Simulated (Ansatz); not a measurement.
# C₃H₉OV: up Jacob's ladder to CCSD(T)

One table from this session's results is given with a row withheld; the runs are named, their logs left out.

The runs use Ansatz 0.2.0, Gaussian basis; functionals in def2-TZVPP, the program's frozen cores in correlated methods.

Plan: LDA (SPW92), PBE-D4, revPBE-D4, BLYP-D4, r2SCAN-D4, B97M-V, PBE0-D4, B3LYP-D4, r2SCANh-D4, r2SCAN0-D4, HSE06-D4, BHLYP-D4, CAM-B3LYP-D4, LC-ωPBE, ωB97X-V, ωB97M-V, B2PLYP, PBE-QIDH; CCSD(T)/def2-SVP; MP2/def2-TZVPP; MP2/def2-QZVPP; RPA on PBE.

## Structure used throughout

An earlier PBE0-D4 in a triple-zeta def2 set relaxation fixed the geometry.

SMILES `[CH3][V]([CH3])([CH3])=[O]`, 14 atoms, charge 0, spin multiplicity 1.

Atoms are counted from 1 here; the program's logs count them from 0.

Bond lengths: C1–V2 2.004 Å, C1–H6 1.096 Å, C1–H7 1.093 Å, C1–H8 1.093 Å, V2–C3 2.004 Å, V2–C4 2.004 Å, V2–O5 1.555 Å, C3–H9 1.093 Å, C3–H10 1.096 Å, C3–H11 1.093 Å, C4–H12 1.096 Å, C4–H13 1.093 Å, C4–H14 1.094 Å. Angles: V2–C1–H6 108.2°, V2–C1–H7 109.7°, V2–C1–H8 110.1°, H6–C1–H7 109.9°, H6–C1–H8 110.0°, H7–C1–H8 108.9°, C1–V2–C3 111.6°, C1–V2–C4 111.6°, C1–V2–O5 107.2°, C3–V2–C4 111.7°, C3–V2–O5 107.2°, C4–V2–O5 107.2°, V2–C3–H9 109.9°, V2–C3–H10 108.2°, V2–C3–H11 109.8°, H9–C3–H10 110.0°, H9–C3–H11 108.9°, H10–C3–H11 110.0° and more.

Coordinates:

```
C    -1.5017    1.1917    0.0025
V     0.2601    0.2756   -0.2705
C     1.2485    0.0460    1.4580
C     0.0439   -1.4675   -1.2362
O     1.1239    1.1992   -1.1754
H    -2.1304    0.5452    0.6250
H    -1.3449    2.1518    0.5018
H    -1.9864    1.3690   -0.9611
H     1.3981    1.0187    1.9341
H     0.6524   -0.6021    2.1101
H     2.2244   -0.4097    1.2699
H    -0.5269   -2.1467   -0.5933
H     1.0217   -1.8996   -1.4633
H    -0.4957   -1.3008   -2.1729
```

The first run:

Contents of in.yaml:

```yaml
crystal:
  periodic: [false, false, false]
  atoms:
    - {symbol: C, position_ang: [-1.501662, 1.191684, 0.002509]}
    - {symbol: V, position_ang: [0.260149, 0.275563, -0.270549]}
    - {symbol: C, position_ang: [1.248512, 0.045977, 1.458020]}
    - {symbol: C, position_ang: [0.043853, -1.467463, -1.236237]}
    - {symbol: O, position_ang: [1.123856, 1.199228, -1.175401]}
    - {symbol: H, position_ang: [-2.130367, 0.545236, 0.625012]}
    - {symbol: H, position_ang: [-1.344868, 2.151807, 0.501760]}
    - {symbol: H, position_ang: [-1.986434, 1.368965, -0.961067]}
    - {symbol: H, position_ang: [1.398136, 1.018730, 1.934102]}
    - {symbol: H, position_ang: [0.652437, -0.602104, 2.110141]}
    - {symbol: H, position_ang: [2.224394, -0.409727, 1.269885]}
    - {symbol: H, position_ang: [-0.526903, -2.146743, -0.593262]}
    - {symbol: H, position_ang: [1.021681, -1.899576, -1.463292]}
    - {symbol: H, position_ang: [-0.495683, -1.300776, -2.172921]}
basis:
  gaussian: {orbitals: def2-TZVPP}
hamiltonian: {xc: lda}
output: {orbitals: {seedname: orbitals}}
```

Run with:

```console
$ ansatz run in.yaml --threads 4 --pin off --events-out ev --progress --plain --max-ram 11315MiB
```

Among the steps run: LDA; PBE-D4 (GGA); revPBE-D4 (GGA); BLYP-D4 (GGA); r2SCAN-D4 (meta-GGA); B97M-V (meta-GGA); PBE0-D4 (hybrid); B3LYP-D4 (hybrid); r2SCANh-D4 (hybrid); r2SCAN0-D4 (hybrid); HSE06-D4 (hybrid); BHLYP-D4 (hybrid); CAM-B3LYP-D4 (range-separated); LC-ωPBE (range-separated); ωB97X-V (range-separated); ωB97M-V (range-separated); B2PLYP (double hybrid); PBE-QIDH (double hybrid).

One of the session's tables, all rows but one given; the rest of the session is left out.

It belongs to the step «Orbital energies across the functionals». 

| functional | HOMO (eV) | LUMO (eV) | gap (eV) |
| --- | --- | --- | --- |
| LDA (SPW92) | -6.92 | -3.56 | 3.36 |
| PBE-D4 | -6.79 | -3.30 | 3.49 |
| revPBE-D4 | -6.74 | -3.20 | 3.53 |
| BLYP-D4 | -6.68 | -3.20 | 3.48 |
| r2SCAN-D4 | -7.11 | -3.16 | 3.95 |
| B97M-V | -7.21 | -3.12 | 4.08 |
| PBE0-D4 | -8.24 | -2.16 | 6.07 |
| B3LYP-D4 | -8.00 | -2.46 | 5.54 |
| r2SCANh-D4 | -7.65 | -2.72 | 4.92 |
| r2SCAN0-D4 | -8.45 | -2.07 | 6.39 |
| HSE06-D4 | -7.83 | -2.55 | 5.28 |
| BHLYP-D4 | -9.59 | -0.89 | 8.71 |
| CAM-B3LYP-D4 | -9.71 | -1.03 | 8.68 |
| LC-ωPBE | -11.13 | 0.15 | 11.28 |
| ωB97X-V | -10.76 | 0.11 | 10.87 |
| ωB97M-V | ? | ? | ? |

Estimate the missing values for ωB97M-V.

As computed: HOMO (eV): -10.65; LUMO (eV): 0.09; gap (eV): 10.74. In the column «HOMO (eV)» it lies between ωB97X-V (-10.76) and CAM-B3LYP-D4 (-9.71).
